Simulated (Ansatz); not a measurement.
# Germane (GeH4): vertical ionisation energy

An exercise on one series of results from a longer session: the logs are not shown, and one member is left open.

The runs use Ansatz 0.2.0, Gaussian basis; unrestricted cation, the program's frozen cores in correlated methods.

The runs, in order: UKS PBE-D4/def2-TZVPP; UKS r2SCAN-D4/def2-TZVPP; UKS PBE0-D4/def2-TZVPP; UKS B3LYP-D4/def2-TZVPP; UKS wB97X-V/def2-TZVPP; UKS wB97M-V/def2-TZVPP; UKS B2PLYP/def2-TZVPP; UHF-CCSD(T)/def2-TZVPP; UHF-MP2/def2-QZVPP; extrapolation to the limit; then −ε(HOMO) from the neutral's earlier runs with LDA (SPW92), PBE-D4, revPBE-D4, BLYP-D4, r2SCAN-D4, B97M-V, PBE0-D4, B3LYP-D4, r2SCANh-D4, r2SCAN0-D4, HSE06-D4, BHLYP-D4, CAM-B3LYP-D4, LC-ωPBE, ωB97X-V, ωB97M-V.

## The geometry

All runs share one geometry, relaxed beforehand with PBE0-D4 in a triple-zeta def2 set.

SMILES `[GeH4]`, 5 atoms, charge 0, spin multiplicity 1.

Atoms are counted from 1 here; the program's logs count them from 0.

Bond lengths: Ge1–H2 1.534 Å, Ge1–H3 1.534 Å, Ge1–H4 1.534 Å, Ge1–H5 1.534 Å. Angles: H2–Ge1–H3 109.5°, H2–Ge1–H4 109.5°, H2–Ge1–H5 109.5°, H3–Ge1–H4 109.5°, H3–Ge1–H5 109.5°, H4–Ge1–H5 109.5°.

As a file:

```mol
GeH4
  3D, bonds by distance, orders not assigned

  5  4  0  0  0  0  0  0  0  0999 V2000
    0.0001    0.0001   -0.0000 Ge  0  0
    1.1481   -0.7563    0.6806 H   0  0
   -1.2388   -0.0300    0.9042 H   0  0
   -0.3292   -0.6691   -1.3406 H   0  0
    0.4198    1.4554   -0.2441 H   0  0
  1  2  8  0
  1  3  8  0
  1  4  8  0
  1  5  8  0
M  END
```

Set-up of the first run:

File in.yaml:

```yaml
crystal:
  periodic: [false, false, false]
  atoms:
    - {symbol: Ge, position_ang: [0.000062, 0.000070, -0.000034]}
    - {symbol: H, position_ang: [1.148134, -0.756324, 0.680597]}
    - {symbol: H, position_ang: [-1.238820, -0.029976, 0.904175]}
    - {symbol: H, position_ang: [-0.329182, -0.669134, -1.340632]}
    - {symbol: H, position_ang: [0.419817, 1.455363, -0.244116]}
basis:
  gaussian: {orbitals: def2-TZVPP}
total_charge: 1
magnetization: {spin_polarized: true, initial_magnetization: 1}
hamiltonian: {xc: pbe, dispersion: d4}
```

Among the steps run: Cation, UKS PBE-D4/def2-TZVPP; Cation, UKS r2SCAN-D4/def2-TZVPP; Cation, UKS PBE0-D4/def2-TZVPP; Cation, UKS B3LYP-D4/def2-TZVPP; Cation, UKS wB97X-V/def2-TZVPP; Cation, UKS wB97M-V/def2-TZVPP; Cation, UKS B2PLYP (frozen core)/def2-TZVPP; Cation, UHF-CCSD(T)/def2-TZVPP; Cation, UHF-MP2/def2-QZVPP.

One of the session's tables, all rows but one given; the rest of the session is left out.

Orbital estimates, from the neutral's runs:

```
  functional  −ε(HOMO) (eV)
 LDA (SPW92)           8.38
      PBE-D4           8.35
   revPBE-D4           8.32
     BLYP-D4           8.26
   r2SCAN-D4           8.71
      B97M-V           8.78
     PBE0-D4           9.65
    B3LYP-D4           9.46
  r2SCANh-D4           9.18
  r2SCAN0-D4           9.89
    HSE06-D4           9.25
    BHLYP-D4          10.89
CAM-B3LYP-D4              ?
     LC-ωPBE          12.48
     ωB97X-V          12.12
     ωB97M-V          11.91
```

**Question.** Estimate the row for CAM-B3LYP-D4.

The run gave: −ε(HOMO) (eV): 11.07. In the column «−ε(HOMO) (eV)» it lies between BHLYP-D4 (10.89) and ωB97M-V (11.91).

To keep in mind: In point group Td the highest level is often degenerate; the cation then breaks the symmetry, and the runs may pick different components.
